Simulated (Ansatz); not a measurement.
Task: harmonic frequencies at the relaxed geometry of ClF2Ga, SMILES [F][Ga]([F])[Cl], with the Ansatz DFT code, driven from Python. Give the script and its output. Level of theory (for the species named): r2SCAN, def2-SVP basis, multiplicity 1.

`clf2ga.xyz`
```text
4

F    -0.90900   -0.56160    1.45230
Ga    0.21340    0.15350    0.01950
F     1.66080   -0.72310    0.10220
Cl   -0.90960    1.07100   -1.59430
```

Script `run_freq.py`:
```python
"""Harmonic frequencies of ClF2Ga at its relaxed geometry."""

import itertools
import warnings

import ansatz as az
from ase.data import atomic_numbers, covalent_radii
import numpy as np

warnings.simplefilter("ignore", az.DeckWarning)

system = az.Crystal.molecule_from_extxyz("clf2ga.xyz")

model = (
    system.calculation()
    .basis(gaussian="def2-SVP")
    .functional("r2SCAN")
)
symbols = [site.symbol for site in system.cartesian_sites]
start = np.array([site.position_ang for site in system.cartesian_sites], dtype=float)
def progress(event):
    if event["event"] == "relax_step":
        row = event["data"]
        print(f"step {row['step']:3d}  E = {row['lagrangian_ev']:.6f} eV  largest force component {row['allowed_force_max_ev_ang']:.4f} eV/A")


rep = model.relax(force_tolerance=0.003).session().plan().execute(on_event=progress).report
end = np.array(rep["positions_ang"])

# pairs closer than 1.2 times the sum of covalent radii, before or after
radius = [covalent_radii[atomic_numbers[s]] for s in symbols]
span = lambda where, i, j: np.linalg.norm(where[i] - where[j])
bonded = [(i, j) for i, j in itertools.combinations(range(len(symbols)), 2) if min(span(start, i, j), span(end, i, j)) < 1.2 * (radius[i] + radius[j])]
print("pair        before    after (A)")
for i, j in bonded:
    print(f"{symbols[i]}{i}-{symbols[j]}{j}".ljust(10), f"{span(start, i, j):8.4f} {span(end, i, j):8.4f}")

# same settings at the minimum
minimum = az.Crystal.molecule()
for symbol, place in zip(symbols, end):
    minimum = minimum.atom(symbol, place.tolist())
vibrating = (
    minimum.calculation()
    .basis(gaussian="def2-SVP")
    .functional("r2SCAN")
    .phonons(temperatures=(200, 600, 100))
)
vib = vibrating.run(threads=1, pin="off").report["vibrations"]
sums = vib["harmonic_sums"]
modes = [m["omega_inv_cm"] for m in sums["modes_at_gamma"] if m["rigid_motion"] == "no"]
for number, w in enumerate(modes, start=1):
    print(f"mode {number:2d} {w:9.1f} 1/cm {w / 8065.544 * 1000:8.2f} meV")
print("imaginary modes:", sum(w < 0 for w in modes), " zero-point energy:", round(sums["zero_point_energy_ev"], 4), "eV")
print("T (K)   F_vib (eV)   S_vib (meV/K)   C_vib (meV/K)")
for row in zip(sums["temperatures_k"], sums["vibrational_free_energy_ev"], vib["entropy_ev_per_k"], vib["heat_capacity_ev_per_k"]):
    print(f"{row[0]:6.1f} {row[1]:11.4f} {1000 * row[2]:13.4f} {1000 * row[3]:15.4f}")
```

Running `python run_freq.py` prints:
```text
step   1  E = -70319.086865 eV  largest force component 4.0207 eV/A
step   2  E = -70319.715603 eV  largest force component 1.6484 eV/A
step   3  E = -70319.854581 eV  largest force component 0.1008 eV/A
step   4  E = -70319.855520 eV  largest force component 0.0189 eV/A
step   5  E = -70319.855608 eV  largest force component 0.0063 eV/A
step   6  E = -70319.855612 eV  largest force component 0.0004 eV/A
pair        before    after (A)
F0-Ga1       1.9555   1.7319
Ga1-F2       1.6942   1.7319
Ga1-Cl3      2.1696   2.1061
mode  1     146.8 1/cm    18.20 meV
mode  2     176.4 1/cm    21.87 meV
mode  3     188.5 1/cm    23.37 meV
mode  4     444.5 1/cm    55.11 meV
mode  5     712.6 1/cm    88.36 meV
mode  6     760.3 1/cm    94.26 meV
imaginary modes: 0  zero-point energy: 0.1506 eV
T (K)   F_vib (eV)   S_vib (meV/K)   C_vib (meV/K)
 200.0      0.1315        0.2437          0.2919
 300.0      0.1002        0.3782          0.3710
 400.0      0.0565        0.4922          0.4195
 500.0      0.0023        0.5892          0.4488
 600.0     -0.0609        0.6728          0.4671
```

Total energies depend on the basis set; only differences at equal settings carry meaning. The frequencies are harmonic and unscaled, in a modest basis. The result belongs to the one conformer reached from this start, and soft torsions count as harmonic oscillators. It ran for 74 s on 1 thread of Arm Neoverse V2 (shared host), peak memory 0.23 GiB.

(Lines on the test bed's own set-up are left out of the output.)
